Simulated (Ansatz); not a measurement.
# C₃H₇BN₂: basis-set convergence

One table from this session's results is given with a row withheld; the runs are named, their logs left out.

Program: Ansatz 0.2.0, Gaussian basis. Level of theory: one geometry, several basis sets. These are calculated values, not measurements.

Levels to be run: PBE0-D4/def2-SVP; ωB97M-V/def2-SVP; PBE0-D4/def2-QZVPP; ωB97M-V/def2-QZVPP; the functionals' def2-TZVPP values are taken from earlier runs.

## The geometry

All runs share one geometry, relaxed beforehand with PBE0-D4 in a triple-zeta def2 set.

SMILES `BC1=NCN1C`, 13 atoms, charge 0, spin multiplicity 1.

Atoms are counted from 1 here; the program's logs count them from 0.

Bond lengths: B1–C2 1.544 Å, B1–H7 1.194 Å, B1–H8 1.190 Å, C2–N3 1.311 Å, C2–N5 1.399 Å, N3–C4 1.466 Å, C4–N5 1.467 Å, C4–H9 1.094 Å, C4–H10 1.094 Å, N5–C6 1.438 Å, C6–H11 1.092 Å, C6–H12 1.092 Å, C6–H13 1.100 Å. Angles: C2–B1–H7 120.6°, C2–B1–H8 118.2°, H7–B1–H8 121.1°, B1–C2–N3 128.9°, B1–C2–N5 131.8°, N3–C2–N5 99.3°, C2–N3–C4 87.0°, N3–C4–N5 89.5°, N3–C4–H9 112.3°, N3–C4–H10 114.5°, N5–C4–H9 113.6°, N5–C4–H10 115.2°, H9–C4–H10 110.3°, C2–N5–C4 83.8°, C2–N5–C6 125.7°, C4–N5–C6 125.1°, N5–C6–H11 109.0°, N5–C6–H12 109.8° and more.

The first run:

Input file in.yaml:

```yaml
crystal:
  periodic: [false, false, false]
  atoms:
    - {symbol: B, position_ang: [0.197336, -2.043116, -0.789296]}
    - {symbol: C, position_ang: [0.635562, -0.668499, -0.239603]}
    - {symbol: N, position_ang: [1.758744, -0.338488, 0.349834]}
    - {symbol: C, position_ang: [1.179677, 0.995736, 0.535141]}
    - {symbol: N, position_ang: [0.008810, 0.582044, -0.246785]}
    - {symbol: C, position_ang: [-1.359752, 0.836528, 0.114889]}
    - {symbol: H, position_ang: [-0.892990, -2.194044, -1.252553]}
    - {symbol: H, position_ang: [0.969229, -2.946988, -0.724673]}
    - {symbol: H, position_ang: [0.953127, 1.208978, 1.584289]}
    - {symbol: H, position_ang: [1.766423, 1.810077, 0.099890]}
    - {symbol: H, position_ang: [-2.014228, 0.269043, -0.549242]}
    - {symbol: H, position_ang: [-1.586379, 1.896204, -0.019309]}
    - {symbol: H, position_ang: [-1.595056, 0.557726, 1.152118]}
basis:
  gaussian: {orbitals: def2-SVP}
hamiltonian: {xc: pbe0, dispersion: d4}
output: {orbitals: {seedname: orbitals}}
```

Among the steps run: PBE0-D4 in def2-SVP; ωB97M-V in def2-SVP; PBE0-D4 in def2-QZVPP; ωB97M-V in def2-QZVPP.

One table of the session follows, with a row left open; its other results are not shown here.

It belongs to the step «Density functionals: the series». 

| functional | basis | HOMO (eV) | LUMO (eV) |
| --- | --- | --- | --- |
| PBE0-D4 | def2-SVP | -6.63 | -2.44 |
| PBE0-D4 | def2-TZVPP | -6.76 | -2.55 |
| PBE0-D4 | def2-QZVPP | -6.79 | -2.57 |
| ωB97M-V | def2-SVP | ? | ? |
| ωB97M-V | def2-TZVPP | -9.02 | -0.56 |
| ωB97M-V | def2-QZVPP | -9.05 | -0.61 |

Estimate the missing values for ωB97M-V, def2-SVP.

As computed: HOMO (eV): -8.87; LUMO (eV): -0.39. In the column «HOMO (eV)» it lies between ωB97M-V, def2-TZVPP (-9.02) and PBE0-D4, def2-QZVPP (-6.79).
